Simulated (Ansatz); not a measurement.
# GaPH2 (triplet): wave-function methods side by side at a displaced geometry (v1), cc-pVDZ

An exercise on one series of results from a longer session: the logs are not shown, and one member is left open.

Program: Ansatz 0.2.0, Gaussian basis. Level of theory: cc-pVDZ, core rule «outside noble gas», up to 19 orbitals frozen. These are calculated values, not measurements.

The runs, in order: UHF; CCSD(T) on ROHF; CCSD(T) on UHF; BCCD(T) on ROHF; CISD; CCSDT(Q) on ROHF; CCSDT(Q) on UHF.

52 further runs of the same task are left out: 16 for a known fault of the program, 17 that didn't finish, 19 set aside as unsound or not needed.

### The geometry

The geometry is a PBE0/def2-TZVP stationary point (not a proven minimum) with its atoms shifted at random (size 0.040 Å). No spin-orbit coupling is included. The filled d shell of Ga may be among the frozen orbitals whatever the setting's name suggests; the logs give the count.

4 atoms, charge 0, spin multiplicity 3.

Atoms are counted from 1 here; the program's logs count them from 0.

Bond lengths: P1–Ga2 2.333 Å, Ga2–H3 1.543 Å, Ga2–H4 1.575 Å. Angles: P1–Ga2–H3 122.5°, P1–Ga2–H4 119.7°, H3–Ga2–H4 117.8°.

The first run:

Contents of in.yaml:

```yaml
crystal:
  periodic: [false, false, false]
  atoms:
    - {symbol: P, position_ang: [0.000649, 0.010727, 1.645517]}
    - {symbol: Ga, position_ang: [-0.000184, -0.005416, -0.687838]}
    - {symbol: H, position_ang: [0.047780, -1.311059, -1.507902]}
    - {symbol: H, position_ang: [-0.054997, 1.356033, -1.478099]}
basis:
  gaussian: {orbitals: cc-pVDZ}
magnetization: {spin_polarized: true, initial_magnetization: 2}
hamiltonian: {xc: hf}
output: {orbitals: {seedname: orbitals}}
```

Started as:

```console
$ ansatz run in.yaml --threads 1 --pin off --events-out ev --progress --plain --max-ram 2393MiB
```

Among the steps run: UHF; CCSD(T) on ROHF; CCSD(T) on UHF; BCCD(T) on ROHF; CISD; CCSDT(Q) on ROHF; CCSDT(Q) on UHF.

One table of the session follows, with a row left open; its other results are not shown here.

It belongs to the step «Misses and costs». 

```
   method  from UCCSDT(Q) (kcal/mol)
     ROHF                    +115.56
      UHF                    +112.35
     RMP2                          ?
     UMP2                     +25.68
    RCCSD                      +3.37
    UCCSD                      +3.27
 RCCSD(T)                      +0.79
 UCCSD(T)                      +0.77
  BCCD(T)                      +0.77
   RCCSDT                      +0.16
   UCCSDT                      +0.14
RCCSDT(Q)                      +0.01
UCCSDT(Q)                          0
```

**Question.** Estimate the row for RMP2.

The run gave: from UCCSDT(Q) (kcal/mol): +25.10. In the column «from UCCSDT(Q) (kcal/mol)» it lies between RCCSD (+3.37) and UMP2 (+25.68).

Not comparable, so not listed: CISD (they don't share determinant, frozen orbitals or solution with the rows shown, or repeat one).

Limits of these values: Restricted and unrestricted rows rest on different reference determinants; where their highest levels disagree by more than a few hundredths of an eV, they describe different states and don't form one ladder.
